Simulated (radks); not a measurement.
# Hf³⁺ in [Xe] 4f14 5d1: an all-electron calculation

Aim: the levels, the sizes of the orbitals and the parts of the energy of the hafnium ion Hf3+.

Method: scalar-relativistic Kohn-Sham, r2SCAN, spin-polarised, spherical densities, finite nucleus; open shells are filled with parallel spins first. Code: radks (a radial shooting solver on a logarithmic mesh, Libxc functionals) version 1.

### 1 What is computed

```
element            : hafnium (Z = 72)
charge             : +3
electrons          : 69
configuration      : [Xe] 4f14 5d1
nuclear rms radius : 5.347 fm
```

Outer shells as boxes (Hund's rule):

Hf³⁺
```
[Xe] core
4f [↑↓][↑↓][↑↓][↑↓][↑↓][↑↓][↑↓]
5d [↑ ][  ][  ][  ][  ]
```

### 2 Self-consistent calculation

Input:

```text
Z 72
configuration [Xe] 4f14 5d1 6s0 6p0 5f0 6d0
relativity scalar-relativistic
functional r2scan,r2scan
spin polarised
nucleus finite rms 5.347 fm
c 137.035999084
```

Launch:

```console
> python run_ks.py task.json out
```

This one command runs every case of the session in turn.

Q: Predict the outcome of this run.

As calculated:

```
                        quantity                   value
                    total energy     -15076.1697 hartree
exchange-correlation share of it                  2.04 %
                            −T/E                  1.0954
          highest occupied level       5d up, -27.257 eV
    most extended occupied level  5d up, <r> = 1.91 bohr
 radius at density 0.001 e/bohr³               3.26 bohr
    maxima of the radial density                       4
         ionisation energy, NIST    33.37 (semi-emp.) eV
```

What this shows: 5 principal shells are occupied and 4 maxima appear in the radial density; where shells overlap, one shows as a shoulder or not at all. −T/E is 1.095: with relativity the kinetic term as defined here no longer equals −E. The top level binds by 27.257 eV, 82 % of the NIST ionisation energy of 33.37 eV; the potential of a semilocal functional falls off too fast, so its top eigenvalue is too shallow. Open shells are spherical and high-spin; term and fine-structure splittings are not resolved. Spin-orbit splitting is averaged out at the scalar-relativistic level.
